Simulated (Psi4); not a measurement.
# doublet [SiCl4]+ at 4 levels

We compute a comparison of 4 runs (UHF/3-21G, UB3LYP/6-31G*, UTPSSh/cc-pVDZ) of doublet [SiCl4]+. 

Program for the calculation: Psi4 1.11.

1 further run of the same task is left out (it didn't finish).

## 1. Starting point

[SiCl4]+ has 5 atoms, charge +1, and is taken as a doublet. SMILES of the parent species: `Cl[Si](Cl)(Cl)Cl`. Geometry: relaxed at PBE0-D4/def2-TZVP. That shape belongs to the parent species and isn't relaxed for this state.

Bond lengths: Cl1–Si2 2.021 Å, Si2–Cl3 2.022 Å, Si2–Cl4 2.022 Å, Si2–Cl5 2.021 Å. Angles: Cl1–Si2–Cl3 109.5°, Cl1–Si2–Cl4 109.5°, Cl1–Si2–Cl5 109.5°, Cl3–Si2–Cl4 109.5°, Cl3–Si2–Cl5 109.5°, Cl4–Si2–Cl5 109.5°.

## 2. A single-point energy at UHF/3-21G (run 1)

run.py

```python
import psi4

psi4.set_memory('1600 MB')
psi4.set_num_threads(1)
psi4.core.set_output_file('run.log', False)

geom = psi4.geometry("""
1 2
Cl    -0.962600    -0.087600     1.762300
Si     0.010000    -0.014700    -0.008300
Cl     1.655400    -1.185900     0.078100
Cl    -1.212100    -0.676900    -1.476100
Cl     0.559300     1.891400    -0.397500
symmetry c1
""")

options = {'reference': 'uhf', 'puream': True, 'e_convergence': 1e-09, 'd_convergence': 1e-08, 'scf_type': 'pk', 'maxiter': 200}
psi4.set_options(options)

energy_value = psi4.energy("scf/3-21G")
print(f'total energy {energy_value:.8f} hartree = {energy_value * 27.211386:.5f} eV')
for k, v in sorted(psi4.core.scalar_variables().items()):
    print(f'{k:45s} {v:18.10f}')
```

The run is started by

```sh
$ python run.py
```

run.log:

```text
[...]
  Running in c1 symmetry.
[...]
  Nuclear repulsion =  527.177977359409056
[...]
  Multiplicity = 2
[...]
  Nalpha       = 41
  Nbeta        = 40
[...]
    Number of basis functions: 65
[...]
   @UHF iter   1: -2116.13807759785550    9.09201e-01   5.22964e-03 ADIIS/DIIS
[...]
   @UHF iter  39: -2116.24477430461093    1.36424e-12   8.71862e-09 DIIS
[...]
   @S^2 Observed:                7.743343803E-01
[...]
    Orbital Energies [Eh]
    ---------------------
    Alpha Occupied:
       1A   -104.418184     2A   -104.417985     3A   -104.417975
       4A   -104.339497     5A    -68.722042     6A    -10.813183
       7A    -10.812483     8A    -10.812472     9A    -10.735398
      10A     -8.279950    11A     -8.279831    12A     -8.279820
      13A     -8.273242    14A     -8.273231    15A     -8.273063
      16A     -8.268736    17A     -8.268614    18A     -8.268604
      19A     -8.197994    20A     -8.193292    21A     -8.193292
      22A     -6.536128    23A     -4.631131    24A     -4.631131
      25A     -4.630930    26A     -1.473588    27A     -1.415703
      28A     -1.415688    29A     -1.347942    30A     -0.976766
      31A     -0.859105    32A     -0.859103    33A     -0.834704
      34A     -0.785946    35A     -0.785944    36A     -0.766450
[...]
  @UHF Final Energy: -2116.24477430461093
   => Energetics <=
    Nuclear Repulsion Energy =            527.1779773594090557
    One-Electron Energy =               -3959.9882310027801395
    Two-Electron Energy =                1316.5654793387602695
    Total Energy =                      -2116.2447743046109281
  UHF NO Occupations:
  HONO-2 :   39  A 1.9941448
  HONO-1 :   40  A 1.9941437
[...]
 Multipole Moments:
 ------------------------------------------------------------------------------------
     Multipole            Electronic (a.u.)      Nuclear  (a.u.)        Total (a.u.)
 ------------------------------------------------------------------------------------
 L = 1.  Multiply by 2.5417464519 to convert [e a0] to [Debye]
 Dipole X            :         -0.2161460            0.0000000           -0.2161460
 Dipole Y            :         -0.7496260            0.0000314           -0.7495946
 Dipole Z            :          0.1531528           -0.0000000            0.1531528
 Magnitude           :                                                    0.7950264
[...]
```

The script printed:

```text
total energy -2116.24477430 hartree = -57585.95342 eV
CURRENT ENERGY                                  -2116.2447743046
CURRENT REFERENCE ENERGY                        -2116.2447743046
DD SOLVATION ENERGY                                 0.0000000000
HF KINETIC ENERGY                                2115.3597681304
HF POTENTIAL ENERGY                             -4231.6045424350
HF TOTAL ENERGY                                 -2116.2447743046
HF VIRIAL RATIO                                     2.0004183715
NUCLEAR REPULSION ENERGY                          527.1779773594
ONE-ELECTRON ENERGY                             -3959.9882310028
PCM POLARIZATION ENERGY                             0.0000000000
PE ENERGY                                           0.0000000000
SCF ITERATION ENERGY                            -2116.2447743046
SCF ITERATIONS                                     39.0000000000
SCF TOTAL ENERGY                                -2116.2447743046
TWO-ELECTRON ENERGY                              1316.5654793388
```

Wall time 2.1 s (1 thread of Intel Xeon 6975P-C (Granite Rapids), shared host); peak memory 0.21 GiB.

## 3. The energy at UB3LYP/6-31G(d) (spherical functions) (run 2)

calc.in

```
memory 1.6 GB

molecule molecule1 {
  1 2
  Cl    -1.81905037    -0.16554001     3.33026435
  Si     0.01889726    -0.02777897    -0.01568473
  Cl     3.12825263    -2.24102621     0.14758761
  Cl    -2.29053704    -1.27915561    -2.78942473
  Cl     1.05692382     3.57422799    -0.75116613
  units au
  symmetry c1
  no_reorient
  no_com
}

set globals {
  reference            uks
  puream               true
  e_convergence        1e-09
  d_convergence        1e-08
  scf_type             pk
  dft_radial_points    99
  dft_spherical_points 590
  maxiter              200
}

result, w = energy("b3lyp/6-31G*", return_wfn=True)
oeprop(w, "LOWDIN_CHARGES", "MAYER_INDICES", "WIBERG_LOWDIN_INDICES")
```

The run is started by

```sh
$ psi4 -i calc.in -o calc.out -n 1
```

calc.out:

```text
[...]
  Running in c1 symmetry.
[...]
  Nuclear repulsion =  527.177977592989805
[...]
  Multiplicity = 2
[...]
  Nalpha       = 41
  Nbeta        = 40
[...]
    Number of basis functions: 90
[...]
   @UKS iter   1: -2130.00683545059928    6.76773e-01   2.23603e-03 DIIS/ADIIS
[...]
   @UKS iter  32: -2130.03546608805982   -1.63709e-11   3.35405e-09 DIIS
[...]
   @S^2 Observed:                7.533761878E-01
[...]
    Orbital Energies [Eh]
    ---------------------
    Alpha Occupied:
       1A   -101.784100     2A   -101.784080     3A   -101.784072
       4A   -101.784065     5A    -66.482661     6A     -9.717524
       7A     -9.717469     8A     -9.717462     9A     -9.717455
      10A     -7.476973    11A     -7.476966    12A     -7.476959
      13A     -7.476934    14A     -7.476340    15A     -7.476333
      16A     -7.476321    17A     -7.476303    18A     -7.469642
      19A     -7.469630    20A     -7.469627    21A     -7.469607
      22A     -5.632471    23A     -3.991082    24A     -3.991082
      25A     -3.991048    26A     -1.128461    27A     -1.079621
      28A     -1.079620    29A     -1.079425    30A     -0.773944
      31A     -0.672456    32A     -0.672454    33A     -0.670164
      34A     -0.606739    35A     -0.592500    36A     -0.592498
[...]
  @UKS Final Energy: -2130.03546608805982
   => Energetics <=
    Nuclear Repulsion Energy =            527.1779775929898051
    One-Electron Energy =               -3975.4632422213217069
    Two-Electron Energy =                1425.9948307599042892
    DFT Exchange-Correlation Energy =    -107.7450322196321082
    Empirical Dispersion Energy =           0.0000000000000000
    VV10 Nonlocal Energy =                  0.0000000000000000
    Total Energy =                      -2130.0354660880598203
[...]
 Multipole Moments:
 ------------------------------------------------------------------------------------
     Multipole            Electronic (a.u.)      Nuclear  (a.u.)        Total (a.u.)
 ------------------------------------------------------------------------------------
 L = 1.  Multiply by 2.5417464519 to convert [e a0] to [Debye]
 Dipole X            :         -1.5306194            1.5495753            0.0189560
 Dipole Y            :          2.2563229           -2.2843009           -0.0279779
 Dipole Z            :          1.2704438           -1.2861475           -0.0157037
 Magnitude           :                                                    0.0372653
[...]
```

Wall time 23 s (1 thread of Intel Xeon 6975P-C (Granite Rapids), shared host); peak memory 0.86 GiB.

Run 3 isn't shown in full; the table further down has it.

## 4. Energy and forces at UB3LYP/6-31G(d) (Cartesian functions) (run 4)

cl4si.json

```json
{
  "schema_name": "qcschema_input",
  "schema_version": 1,
  "molecule": {
    "schema_name": "qcschema_molecule",
    "schema_version": 2,
    "symbols": ["Cl", "Si", "Cl", "Cl", "Cl"],
    "geometry": [-1.81905037, -0.16554001, 3.33026435, 0.01889726, -0.02777897, -0.01568473, 3.12825263, -2.24102621, 0.14758761, -2.29053704, -1.27915561, -2.78942473, 1.05692382, 3.57422799, -0.75116613],
    "molecular_charge": 1,
    "molecular_multiplicity": 2,
    "fix_symmetry": "c1",
    "fix_com": true,
    "fix_orientation": true
  },
  "driver": "gradient",
  "model": {
    "method": "b3lyp",
    "basis": "6-31G*"
  },
  "keywords": {
    "reference": "uks",
    "puream": false,
    "e_convergence": 1e-09,
    "d_convergence": 1e-08,
    "scf_type": "pk",
    "dft_radial_points": 99,
    "dft_spherical_points": 590,
    "maxiter": 200,
    "scf_properties": ["LOWDIN_CHARGES", "DIPOLE", "QUADRUPOLE"]
  }
}
```

The run is started by

```sh
$ psi4 --qcschema cl4si.json -n 1 --memory 1600MB
```

stdout:

```text
[...]
  Running in c1 symmetry.
[...]
  Nuclear repulsion =  527.177977592989805
[...]
  Multiplicity = 2
[...]
  Nalpha       = 41
  Nbeta        = 40
[...]
    Number of basis functions: 95
[...]
   @UKS iter   1: -2130.01955077129378    6.71666e-01   2.36563e-03 DIIS/ADIIS
[...]
   @UKS iter  31: -2130.04993549067967   -2.59206e-11   8.62657e-09 DIIS
[...]
   @S^2 Observed:                7.533801573E-01
[...]
  @UKS Final Energy: -2130.04993549067967
   => Energetics <=
    Nuclear Repulsion Energy =            527.1779775929898051
    One-Electron Energy =               -3975.1902513735476532
    Two-Electron Energy =                1425.6440813779965993
    DFT Exchange-Correlation Energy =    -107.6817430881186510
    Empirical Dispersion Energy =           0.0000000000000000
    VV10 Nonlocal Energy =                  0.0000000000000000
    Total Energy =                      -2130.0499354906796725
[...]
 Multipole Moments:
 ------------------------------------------------------------------------------------
     Multipole            Electronic (a.u.)      Nuclear  (a.u.)        Total (a.u.)
 ------------------------------------------------------------------------------------
 L = 1.  Multiply by 2.5417464519 to convert [e a0] to [Debye]
 Dipole X            :         -1.5306200            1.5495753            0.0189553
 Dipole Y            :          2.2563262           -2.2843009           -0.0279746
 Dipole Z            :          1.2704429           -1.2861475           -0.0157046
 Magnitude           :                                                    0.0372629
 L = 2.  Multiply by 1.3450342976 to convert [e a0^2] to [Debye ang]
 Quadrupole XX       :       -369.8971209          330.8004627          -39.0966582
 Quadrupole XY       :         -0.1236494           -0.0367680           -0.1604173
[...]
  -Total Gradient:
     Atom            X                  Y                   Z
    ------   -----------------  -----------------  -----------------
       1        0.002552433430    -0.000537638077    -0.009365172846
       2       -0.000005779526    -0.000002315100     0.000011199399
       3       -0.006243950756     0.007371109175    -0.000861782210
       4        0.003921341947     0.002704159739     0.008457158100
       5       -0.000218570590    -0.009538813585     0.001754494968
[...]
```

The result, in JSON:

```text
{
 "driver": "gradient",
 "model": {
  "method": "b3lyp",
  "basis": "6-31G*"
 },
 "success": true,
 "return_result": [0.002552433430483822, -0.0005376380767222171, -0.009365172846468761, -5.779525833385786e-06, -2.3151002555170372e-06, 1.1199399143054451e-05, -0.006243950756416539, 0.007371109174533055, -0.0008617822097080254, 0.003921341947133616, 0.002704159739256043, 0.008457158100236062, -0.00021857058966782972, -0.00953881358514616, 0.001754494968206878],
 "properties": {
  "calcinfo_nbasis": 95,
  "calcinfo_nmo": 95,
  "calcinfo_nalpha": 41,
  "calcinfo_nbeta": 40,
  "calcinfo_natom": 5,
  "nuclear_repulsion_energy": 527.1779775929898,
  "return_energy": -2130.0499354906797,
  "return_gradient": [0.002552433430483822, -0.0005376380767222171, -0.009365172846468761, -5.779525833385786e-06, -2.3151002555170372e-06, 1.1199399143054451e-05, -0.006243950756416539, 0.007371109174533055, -0.0008617822097080254, 0.003921341947133616, 0.002704159739256043, 0.008457158100236062, -0.00021857058966782972, -0.00953881358514616, 0.001754494968206878],
  "scf_one_electron_energy": -3975.1902513735477,
  "scf_two_electron_energy": 1425.6440813779966,
  "scf_xc_energy": -107.68174308811865,
  "scf_dipole_moment": [0.018955338940485067, -0.0279746298880017, -0.015704623689428043],
  "scf_total_energy": -2130.0499354906797,
  "scf_total_gradient": [0.002552433430483822, -0.0005376380767222171, -0.009365172846468761, -5.779525833385786e-06, -2.3151002555170372e-06, 1.1199399143054451e-05, -0.006243950756416539, 0.007371109174533055, -0.0008617822097080254, 0.003921341947133616, 0.002704159739256043, 0.008457158100236062, -0.00021857058966782972, -0.00953881358514616, 0.001754494968206878],
  "scf_iterations": 31
 }
}
```

Wall time 32 s (1 thread of Intel Xeon 6975P-C (Granite Rapids), shared host); peak memory 0.65 GiB.

## 5. All runs side by side

| run | level | integration grid | task | energy (Eh) | HOMO energy (eV) | LUMO energy (eV) | ⟨S²⟩ | wall time |
| --- | --- | --- | --- | --- | --- | --- | --- | --- |
| 1 | UHF/3-21G | – | energy | -2116.244774 | -17.88 | -12.40 | 0.774 | 2.1 s |
| 2 | UB3LYP/6-31G* (spherical functions) | 99 radial × 590 angular | energy | -2130.035466 | -14.77 | -13.64 | 0.753 | 23 s |
| 3 | UTPSSh/cc-pVDZ | 99 radial × 590 angular | energy | -2130.163334 | -14.29 | -13.66 | 0.753 | 80 s |
| 4 | UB3LYP/6-31G* (Cartesian functions) | 99 radial × 590 angular | gradient | -2130.049935 | -14.77 | -13.64 | 0.753 | 32 s |

## 6. Results

| quantity | value |
| --- | --- |
| run 4: total energy | -2130.04994 Eh |
| run 4: HOMO energy (highest over α and β) | -14.77 eV |
| run 4: LUMO energy (lowest over α and β) | -13.64 eV |
| run 4: ⟨S²⟩ | 0.753 |
| run 4: largest force on an atom | 0.500 eV/Å |

Totals of different functionals can't be ranked against each other. All runs together took 2.3 min, the longest 80 s.
